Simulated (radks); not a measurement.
# Taking charge from the 5p level of Cs⁺ in fractions

The task here is to estimate one member of a computed series from the others.

The numbers are computed with radks (a radial shooting solver on a logarithmic mesh, Libxc functionals) version 1 (Dirac Kohn-Sham, PBEsol, spin-unpolarised, spherical densities, finite nucleus), except any that are marked as measured or tabulated.

## The atom as given

| Item | Value |
| --- | --- |
| element | caesium (Z = 55) |
| charge | +1 |
| electrons | 54 |
| configuration | [Kr] 4d10 5s2 5p(1/2: 2, 3/2: 4) |
| nuclear rms radius | 4.8041 fm |

A shell typed twice in an input gives the lower j, then the higher j.

The first run:

Input:

```text
Z 55
configuration [Kr] 4d10 5s2 5p2 5p4
relativity Dirac
functional pbe_sol,pbe_sol
spin unpolarised
j_filling energy
nucleus finite rms 4.8041 fm
c 137.035999084
```

Steps of the session up to this table: Start: [Kr] 4d10 5s2 5p(1/2: 2, 3/2: 4).

One table of the session follows, with a row left open; its other results are not shown here.

From the orbitals of this run (lengths in bohr):

| level | <r> | outermost maximum (interpolated) | 90 % within | nodes |
| --- | --- | --- | --- | --- |
| 4s1/2 | ? | ? | ? | ? |
| 4p1/2 | 0.7208 | 0.657 | 1.05 | 2 |
| 4p3/2 | 0.7484 | 0.681 | 1.09 | 2 |
| 4d3/2 | 0.8311 | 0.716 | 1.26 | 1 |
| 4d5/2 | 0.8415 | 0.725 | 1.27 | 1 |
| 5s1/2 | 1.738 | 1.54 | 2.52 | 4 |
| 5p1/2 | 2.006 | 1.73 | 2.96 | 3 |
| 5p3/2 | 2.098 | 1.80 | 3.09 | 3 |

Estimate the missing values for 4s1/2.

The run gave: <r>: 0.6949; outermost maximum (interpolated): 0.643; 90 % within: 1.00; nodes: 3. In the column «<r>» it is the lowest.
